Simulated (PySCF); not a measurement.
# [Nd(NH2)2]+: forces at shaken geometries

How stiff is [Nd(NH2)2]+? Its atoms are displaced at random by several amounts. It is a constructed species; whether it can be made isn't addressed.

Program: PySCF 2.14.0. Level of theory: PBE, Nd lcecp-1-SVP with ECP49, N def2-SVP, H def2-SVP; scalar-relativistic core potentials, no spin–orbit coupling. These are calculated values, not measurements.

2 further runs of the same task are left out: 1 for a known fault of the program, 1 that didn't finish.

### Step 1. The system as given

7 atoms, charge 1, spin multiplicity 1.

Bond lengths: Nd1–N2 2.135 Å, Nd1–H3 2.832 Å, Nd1–H4 2.919 Å, Nd1–N5 2.135 Å, Nd1–H6 2.911 Å, Nd1–H7 2.839 Å, N2–H3 1.033 Å, N2–H4 1.032 Å, N5–H6 1.032 Å, N5–H7 1.033 Å. Angles: N2–Nd1–H3 17.8°, N2–Nd1–H4 15.5°, N2–Nd1–N5 103.0°, N2–Nd1–H6 118.7°, N2–Nd1–H7 85.4°, H3–Nd1–H4 33.3°, H3–Nd1–N5 85.2°, H3–Nd1–H6 100.9°, H3–Nd1–H7 67.5°, H4–Nd1–N5 118.5°, H4–Nd1–H6 134.2°, H4–Nd1–H7 100.8°, N5–Nd1–H6 15.7°, N5–Nd1–H7 17.6°, H6–Nd1–H7 33.3°, Nd1–N2–H3 122.9°, Nd1–N2–H4 131.1°, H3–N2–H4 106.1° and more.

Coordinates:

```
Nd   -0.0533   -1.2070   -0.0076
N    -0.1067    0.1157    1.6679
H    -0.0521    1.1424    1.5730
H    -0.1809   -0.0745    2.6795
N     0.1313    0.1250   -1.6660
H     0.2056   -0.0737   -2.6762
H     0.1712    1.1525   -1.5707
```

Formal oxidation states: Nd +3. Each metal's 3 4f electrons lie in its core potential, so multiplicities, spins and levels count the valence alone. An earlier session relaxed this geometry at PBE, Nd lcecp-1-SVP with ECP49, N def2-SVP, H def2-SVP (singlet, point group Cs).

Its energy there is -145.471538 Eh.

### Step 2. Atoms moved at random, σ = 0.06 Å

Input file run.py (the lines that set the calculation):

```python
mol = gto.M(atom='''
Nd    -0.06372    -1.19609     0.01766
N     -0.15978     0.10126     1.73881
H      0.05752     1.15444     1.51602
H     -0.14975    -0.09299     2.71672
N      0.05670     0.09700    -1.67578
H      0.17139    -0.03075    -2.67651
H      0.20273     1.14752    -1.63692''',
    basis={'Nd': 'lcecp-1-SVP', 'N': 'def2-SVP', 'H': 'def2-SVP'},
    ecp={'Nd': 'lcecp-1-SVP'},
    charge=1, spin=0)
mf = dft.RKS(mol, xc='PBE')
mf.grids.atom_grid = (50, 194)  # f atoms: unpruned, at least (60, 302)
mf = mf.density_fit()  # fitting sets: Nd AutoAux, N def2-universal-JKFIT, H def2-universal-JKFIT
mf.conv_tol = 1e-08; mf.max_cycle = 55
mf.kernel(dm0)  # dm0: the density of the relaxed state
```

The run is started by

```sh
OMP_NUM_THREADS=2 python run.py
```

### Step 3. Atoms moved at random, σ = 0.03 Å

Input file run.py (the lines that set the calculation):

```python
mol = gto.M(atom='''
Nd    -0.01323    -1.19797    -0.01553
N     -0.13135     0.11612     1.64719
H     -0.06691     1.14931     1.58058
H     -0.15558    -0.10264     2.66377
N      0.12149     0.16985    -1.66368
H      0.19590    -0.09753    -2.73105
H      0.16477     1.14324    -1.48127''',
    basis={'Nd': 'lcecp-1-SVP', 'N': 'def2-SVP', 'H': 'def2-SVP'},
    ecp={'Nd': 'lcecp-1-SVP'},
    charge=1, spin=0)
mf = dft.RKS(mol, xc='PBE')
mf.grids.atom_grid = (50, 194)  # f atoms: unpruned, at least (60, 302)
mf = mf.density_fit()  # fitting sets: Nd AutoAux, N def2-universal-JKFIT, H def2-universal-JKFIT
mf.conv_tol = 1e-08; mf.max_cycle = 55
mf.kernel(dm0)  # dm0: the density of the relaxed state
```

### Step 4. Atoms moved at random, σ = 0.1 Å

Input file run.py (the lines that set the calculation):

```python
mol = gto.M(atom='''
Nd    -0.00631    -1.21717     0.13591
N     -0.13002     0.20614     1.61589
H     -0.00351     1.14205     1.55113
H     -0.24620    -0.26278     2.68345
N      0.13440     0.15944    -1.71496
H      0.30271    -0.01254    -2.57673
H      0.06401     1.16524    -1.69470''',
    basis={'Nd': 'lcecp-1-SVP', 'N': 'def2-SVP', 'H': 'def2-SVP'},
    ecp={'Nd': 'lcecp-1-SVP'},
    charge=1, spin=0)
mf = dft.RKS(mol, xc='PBE')
mf.grids.atom_grid = (50, 194)  # f atoms: unpruned, at least (60, 302)
mf = mf.density_fit()  # fitting sets: Nd AutoAux, N def2-universal-JKFIT, H def2-universal-JKFIT
mf.conv_tol = 1e-08; mf.max_cycle = 55
mf.kernel(dm0)  # dm0: the density of the relaxed state
```

**Question.** What will these runs give? Wanted: for each run, σ; energy rise; harmonic estimate −½ F·u; largest force component.

As calculated:

| σ (Å) | energy rise (eV) | harmonic estimate −½ F·u (eV) | largest force component (eV/Å) |
| --- | --- | --- | --- |
| 0.06 | 0.220 | 0.231 | 2.75 |
| 0.03 | 0.180 | 0.172 | 3.06 |
| 0.1 | 1.416 | 1.443 | 9.72 |

Every displacement raises the energy. For a harmonic well the rise equals −½ F·u; the two differ by at most 5 % here (a move with σ = 0.06 Å), from anharmonicity, the grid and the small forces left at the relaxed point. The bases are small and lack diffuse functions. Spin–orbit coupling is left out.
